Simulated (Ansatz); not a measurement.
# CrClO: the cost of one run

Computed with Ansatz 0.2.0 (DFT LDA+U (U_eff = 3 eV on Cr d), plane waves, PAW, unless a step's input says otherwise).

1 further run of the same task is left out (it didn't finish). Runs told in other sessions of the task aren't counted.

## Step 1: The starting structure

Symmetry: Pmmn, No. 59, orthorhombic system. Conventional cell: a = 3.190 Å, b = 3.867 Å, c = 7.952 Å, α = 90.00°, β = 90.00°, γ = 90.00°. Cl (site symmetry mm2) is surrounded by 2 Cr at 2.32 Å. Cr (site symmetry mm2) has 4 O at 1.98 to 2.03 Å and 2 Cl at 2.32 Å in its first shell of neighbours. O (site symmetry mm2) is surrounded by 4 Cr at 1.98 to 2.03 Å.

As a file:

```
Cl Cr O
1.0
     3.19008    0.00000    0.00000
     0.00000    3.86656    0.00000
     0.00000    0.00000    7.95246
Cl Cr O
2 2 2
Cartesian
  0.0000 1.9333 5.4190
  1.5950 0.0000 2.5335
  0.0000 0.0000 0.8433
  1.5950 1.9333 7.1092
  1.5950 0.0000 7.5375
  0.0000 1.9333 0.4150
```

An earlier series on this cell reached its lowest free state from «ferromagnetic start, free, natural orbitals of the symmetric run filled by rank», perhaps among other starts.

## Step 2: Site moments held (series factor 0.8; the input gives the size)

File input.yaml:

```yaml
crystal:
  lattice:
    - [3.19007582, 0.0, 0.0]
    - [0.0, 3.86656078, 0.0]
    - [0.0, 0.0, 7.95246094]
  atoms:
    - { symbol: Cl, position: [0.0, 0.5, 0.68142194] }
    - { symbol: Cl, position: [0.5, 0.0, 0.31857806] }
    - { symbol: Cr, position: [0.0, 0.0, 0.10604032], spin: 1.98 }
    - { symbol: Cr, position: [0.5, 0.5, 0.89395968], spin: 1.98 }
    - { symbol: O, position: [0.5, 0.0, 0.9478179] }
    - { symbol: O, position: [0.0, 0.5, 0.0521821] }
basis:
  ecutwfc: 420
  ecutrho_ratio: 4
kpoints:
  mp_grid: { grid: [6, 5, 3] }
hamiltonian:
  xc: lda
  hubbard:
    sites:
      - { site: 2, l: d, u_eff: 3.0, starting_ns: [{ spin: up, occupation_matrix: s2up }, { spin: down, occupation_matrix: s2down }] }
      - { site: 3, l: d, u_eff: 3.0, starting_ns: [{ spin: up, occupation_matrix: s3up }, { spin: down, occupation_matrix: s3down }] }
    occupation_matrices:
      s2up:
        matrix:
          - [0.7759, 0.0, 0.0, -0.38304, 0.0]
          - [0.0, 0.02, 0.0, 0.0, 0.0]
          - [0.0, 0.0, 0.97, 0.0, 0.0]
          - [-0.38304, 0.0, 0.0, 0.2141, 0.0]
          - [0.0, 0.0, 0.0, 0.0, 0.97]
      s2down:
        matrix:
          - [0.02, 0.0, 0.0, 0.0, 0.0]
          - [0.0, 0.02, 0.0, 0.0, 0.0]
          - [0.0, 0.0, 0.02, 0.0, 0.0]
          - [0.0, 0.0, 0.0, 0.02, 0.0]
          - [0.0, 0.0, 0.0, 0.0, 0.02]
      s3up:
        matrix:
          - [0.7759, 0.0, 0.0, -0.38304, 0.0]
          - [0.0, 0.02, 0.0, 0.0, 0.0]
          - [0.0, 0.0, 0.97, 0.0, 0.0]
          - [-0.38304, 0.0, 0.0, 0.2141, 0.0]
          - [0.0, 0.0, 0.0, 0.0, 0.97]
      s3down:
        matrix:
          - [0.02, 0.0, 0.0, 0.0, 0.0]
          - [0.0, 0.02, 0.0, 0.0, 0.0]
          - [0.0, 0.0, 0.02, 0.0, 0.0]
          - [0.0, 0.0, 0.0, 0.02, 0.0]
          - [0.0, 0.0, 0.0, 0.0, 0.02]
    ns_hold: { iters: 8 }
scf:
  occupations: { method: gaussian, width: 0.05 }
  lower_state_search: "off"
  max_iter: 150
output:
  forces: true
  stress: true
  eigenvalues: true
  populations: true
  hubbard: { sites: [{ site: 2, l: d }, { site: 3, l: d }] }
magnetization:
  spin_polarized: true
  spin_locking: { lock_spins: true }
```

The typed matrices put 0.97 on the chosen orbitals and 0.02 on the others, and are held for 8 cycles. The lock stays on to the end, so the result is a constrained state unless its moments die out.

On the command line:

```
$ ansatz run input.yaml --threads 4 --pin off --max-ram 6144MiB --backend cpu --events-out ev --progress --plain --runs-dir out
```

Q: Estimate wall time and peak memory on 4 threads of Arm Neoverse V2, shared host.

About 12 s, with a peak of 0.53 GiB.
